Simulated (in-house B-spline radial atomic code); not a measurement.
# Tc³⁸⁺: excited configurations

Wanted: excitation energies of Tc³⁸⁺ as differences of total energies (ΔSCF).

The numbers are computed with in-house B-spline radial atomic code version 1 (Dirac-Hartree-Fock, average of configuration, Fermi nucleus, basis-set limit), except any that are marked as measured or tabulated.

## (1) Starting point

```
element       : technetium (Z = 43)
charge        : +38
electrons     : 5
configuration : [He] 2s2 2p1
Hamiltonian   : Dirac-Coulomb
nucleus       : Fermi, rms radius 4.411 fm
```

The outer shells:

[He] 2s2 2p1
```
[He] core
2s [↑↓]
2p [↑ ][  ][  ]
```

The boxes draw the filling by Hund's rule, which heavy ions in jj coupling don't follow; these runs average over all states of the configuration.

Settings of the run:

```ini
Z = 43
electrons = 5.0
configuration = [He] 2s2 2p1
hamiltonian = dirac
method = hf
spin_polarised = False
nucleus = fermi
rms_radius = 4.411169945885085
mass_number = 97
atomic_mass = 96.90636072
speed_of_light = 137.035999084
```

The reference is known from an earlier run: -2506.299095 hartree in all. Up to eight levels, counted from the top:

```csv
orbital,occupation,energy (eV),<r> (bohr)
1s1/2,2,-24318.9,0.03408
2s1/2,2,-5668.47,0.1406
2p1/2,0.333333,-5581.51,0.1180
2p3/2,0.666667,-5444.72,0.1219
```

## (2) Configuration [He] 2p1 3p1 3d1

Settings of the run:

```ini
Z = 43
electrons = 5.0
configuration = [He] 2p1 3p1 3d1
hamiltonian = dirac
method = hf
spin_polarised = False
nucleus = fermi
rms_radius = 4.411169945885085
mass_number = 97
atomic_mass = 96.90636072
speed_of_light = 137.035999084
```

How far above the reference does each configuration lie (order and size, in eV)?

The runs gave:

| net move | configuration | energy above the reference (eV) | with Breit, QED, recoil (eV) | largest <r> (bohr) |
| --- | --- | --- | --- | --- |
| 2×2s → 3d, 3p | [He] 2p1 3p1 3d1 | 6666.22 | 6655.63 | 0.315 |

What this shows: The promotion costs 6666.22 eV. Koopmans' estimate of the ionisation threshold is 5444.72 eV; 1 configuration exceeds it by over 2 % and could autoionise. Two partly filled shells share a symmetry and can mix in the average, which may lower the energy, for: 2×2s → 3d, 3p. These are averages over configurations, without correlation, not spectroscopic levels.
